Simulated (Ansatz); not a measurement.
What does this script print? It uses the Python package of Ansatz (0.2.0).

The script, `bh3ssesi.py`:
```python
# -*- coding: utf-8 -*-
"""Potential curve of BH3SSeSi along one bond."""

import ansatz as az
from ase import Atoms
import numpy as np

atoms = Atoms(["Se", "Si", "B", "S", "H", "H", "H"], positions=[
    (-1.3644, 1.3383, -0.9789),
    (0.3497, 0.2217, -0.1329),
    (-0.1746, -0.908, 1.4273),
    (0.1931, -1.7419, -0.3185),
    (-0.8221, 1.2493, -2.4217),
    (1.7375, 0.7292, -0.2177),
    (0.1421, -0.9567, 2.5967),
])
system = az.Crystal.molecule_from_ase(atoms)

symbols = [site.symbol for site in system.cartesian_sites]
start = np.array([site.position_ang for site in system.cartesian_sites])
axis = (start[0] - start[1]) / np.linalg.norm(start[0] - start[1])
moving = [0, 4]
lengths, energies = [1.948, 2.037, 2.125, 2.214, 2.302, 2.391, 2.479, 2.612], []
for length in lengths:
    xyz = start.copy()
    xyz[moving] += (length - np.linalg.norm(start[0] - start[1])) * axis
    point = az.Crystal.molecule()
    for symbol, place in zip(symbols, xyz):
        point = point.atom(symbol, place.tolist())
    setup = (
        point.calculation()
        .basis(gaussian="def2-SVP")
        .functional("pbe")
    )
    rep = setup.run(threads=1).report
    energies.append(rep["free_energy_ev"])
    print(f"r = {length:6.3f} A  E = {energies[-1]:.5f} eV  <S^2> = {abs(rep['mean_field']['state']['spin_squared']):.3f}")

# quartic fit about the minimum
fit = np.polynomial.Polynomial.fit(lengths, np.array(energies) - min(energies), 4).convert()
roots = [r.real for r in fit.deriv().roots() if abs(r.imag) < 1e-9 and fit.deriv(2)(r.real) > 0]
r_e = min(roots, key=lambda r: abs(r - lengths[int(np.argmin(energies))]))
print(f"minimum of the fit at {r_e:.4f} A, force constant {fit.deriv(2)(r_e):.2f} eV/A^2")
```

```console
$ python bh3ssesi.py
r =  1.948 A  E = -84752.13208 eV  <S^2> = 0.000
r =  2.037 A  E = -84752.77090 eV  <S^2> = 0.000
r =  2.125 A  E = -84753.14060 eV  <S^2> = 0.000
r =  2.214 A  E = -84753.32586 eV  <S^2> = 0.000
r =  2.302 A  E = -84753.37719 eV  <S^2> = 0.000
r =  2.391 A  E = -84753.33619 eV  <S^2> = 0.000
r =  2.479 A  E = -84753.23277 eV  <S^2> = 0.000
r =  2.612 A  E = -84753.00312 eV  <S^2> = 0.000
minimum of the fit at 2.3005 A, force constant 11.58 eV/A^2
```

These settings explore the input space; basis and method may be short of convergence. The rest of the molecule is held rigid at a force-field or estimated start geometry, and the basis set is modest; single-reference methods fail as a bond breaks. The orbitals are restricted, so S² is zero by construction. It ran for 16 s on 1 thread of Arm Neoverse V2 (shared host), peak memory 0.21 GiB.
